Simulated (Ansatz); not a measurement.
# SnH2 (SMILES [H][Sn][H]): BCCD(T)/STO-3G

What is the energy change on altering one bond length of SnH2 at BCCD(T)/STO-3G? 

The calculation is run with Ansatz 0.2.0.

32 further runs of the same task are left out: 2 that didn't finish, 30 set aside as unsound or not needed.

## (1) The system as given

SnH2: 3 atoms, total charge 0, spin state singlet. SMILES: `[H][Sn][H]`. The shape comes from GFN2-xTB, which is rough for such elements, and wasn't checked as a minimum.

Bond lengths: Sn1–H2 1.800 Å, Sn1–H3 1.800 Å. Angles: H2–Sn1–H3 87.0°.

## (2) A single-point energy at BCCD(T)/STO-3G

The input, in.yaml:

```yaml
crystal:
  periodic: [false, false, false]
  atoms:
    - {symbol: Sn, position_ang: [0.005160, -0.008860, -0.870070]}
    - {symbol: H, position_ang: [1.236480, -0.017770, 0.442810]}
    - {symbol: H, position_ang: [-1.241640, 0.026630, 0.427260]}
basis:
  gaussian:
    orbitals: STO-3G
correlation:
  method: bccd_t
  frozen_orbitals: {H: 0, Sn: 18}
accuracy: high
scf:
  omitted_lower_state_checks: [cluster_reference, increment]
```

On the command line:

```sh
ansatz run in.yaml --threads 1 --pin off --max-ram 2610MiB --events-out events.jsonl --progress --plain --runs-dir runs
```

Log, shortened:

```text
Warning: RAYON_NUM_THREADS=1 ignored (pool sized by the plan → 1); use --threads N
Functional definition: HF
  name "HF"
[...]
494 factors; integrals over basis functions are off by at most 5.0e-9 eV
[...]
mean field -162298.84808746 eV, -5964.3726571037 hartree, gradient 5.6e-9 eV, S^2 0.000000; 0 other end points of the search recorded, 0 dependent functions left out; unrestricted orbitals would lower it
18 core orbitals not correlated: weight in the atoms' cores, before any rotation towards them, 1.000 or more for the frozen orbitals, at most 0.000 for the correlated occupied ones
reference -162298.84808746 eV, -5964.3726571037 hartree; 8, 8 occupied and 3, 3 virtual orbitals, 494 factors
second order -0.90127724 eV of doubles, -0.00000000 eV of singles
cycle   1  -1.22434405 eV  change   -3.2e-1 eV  update   6.4e-2
[...]
cycle  17  -1.45188264 eV  change   9.9e-10 eV  update  6.8e-10
perturbative correction -0.00322984 eV, -0.0001186943 hartree
Total energy: -162300.30319993 eV, -5964.4261315008 hartree
Checks for a lower state left out: cluster_reference, increment
```

Run time: 0.58 s. Hardware: 1 thread of Arm Neoverse V1, shared host.

## (3) The distorted shape

The input, in.yaml:

```yaml
crystal:
  periodic: [false, false, false]
  atoms:
    - {symbol: Sn, position_ang: [-0.302698, -0.006632, -1.198320]}
    - {symbol: H, position_ang: [1.236480, -0.017770, 0.442810]}
    - {symbol: H, position_ang: [-1.549498, 0.028858, 0.099010]}
basis:
  gaussian:
    orbitals: STO-3G
correlation:
  method: bccd_t
  frozen_orbitals: {H: 0, Sn: 18}
accuracy: high
scf:
  omitted_lower_state_checks: [cluster_reference, increment]
```

On the command line:

```sh
ansatz run in.yaml --threads 1 --pin off --max-ram 2610MiB --events-out events.jsonl --progress --plain --runs-dir runs
```

Log, shortened:

```text
Warning: RAYON_NUM_THREADS=1 ignored (pool sized by the plan → 1); use --threads N
Functional definition: HF
  name "HF"
[...]
494 factors; integrals over basis functions are off by at most 4.9e-9 eV
[...]
mean field -162297.06617504 eV, -5964.3071730301 hartree, gradient 2.5e-8 eV, S^2 0.000000; 0 other end points of the search recorded, 0 dependent functions left out; unrestricted orbitals would lower it
18 core orbitals not correlated: weight in the atoms' cores, before any rotation towards them, 1.000 or more for the frozen orbitals, at most 0.000 for the correlated occupied ones
reference -162297.06617504 eV, -5964.3071730301 hartree; 8, 8 occupied and 3, 3 virtual orbitals, 494 factors
second order -1.15783512 eV of doubles, -0.00000000 eV of singles
cycle   1  -1.60546531 eV  change   -4.5e-1 eV  update   8.3e-2
[...]
cycle  19  -1.95037257 eV  change  -3.2e-10 eV  update  5.5e-10
perturbative correction -0.00397501 eV, -0.0001460789 hartree
Total energy: -162299.02052262 eV, -5964.3789939790 hartree
Checks for a lower state left out: cluster_reference, increment
```

Wall time 0.59 s (1 thread of Arm Neoverse V1, shared host).

## (4) What came out

Level: BCCD(T)/STO-3G, 18 core orbitals frozen.

| quantity | value |
| --- | --- |
| first shape: total energy | -5964.42613 Eh |
| first shape: correlation energy (18 core orbitals frozen) | -53.5 mEh |
| first shape: (T) correction | -0.12 mEh |
| distorted shape: total energy | -5964.37899 Eh |
| distorted shape: correlation energy (18 core orbitals frozen) | -71.8 mEh |
| distorted shape: (T) correction | -0.15 mEh |
| energy change with the Sn1–H2 bond stretched from 1.800 to 2.250 Å | 1.283 eV |

In words: With the Sn1–H2 bond stretched from 1.800 to 2.250 Å the energy rises by 1.28 eV (124 kJ/mol). The first shape isn't relaxed at this level, so the change isn't measured from a minimum. The minimal basis adds a large error of its own. The restricted solution (first shape) is unstable to spin breaking: an unrestricted one lies lower. The triples (first shape) make up 0.2 % of the correlation energy. Relativity is left out (first shape) although the molecule holds a heavy atom. The restricted solution (distorted shape) is unstable to spin breaking: an unrestricted one lies lower. The triples (distorted shape) make up 0.2 % of the correlation energy.
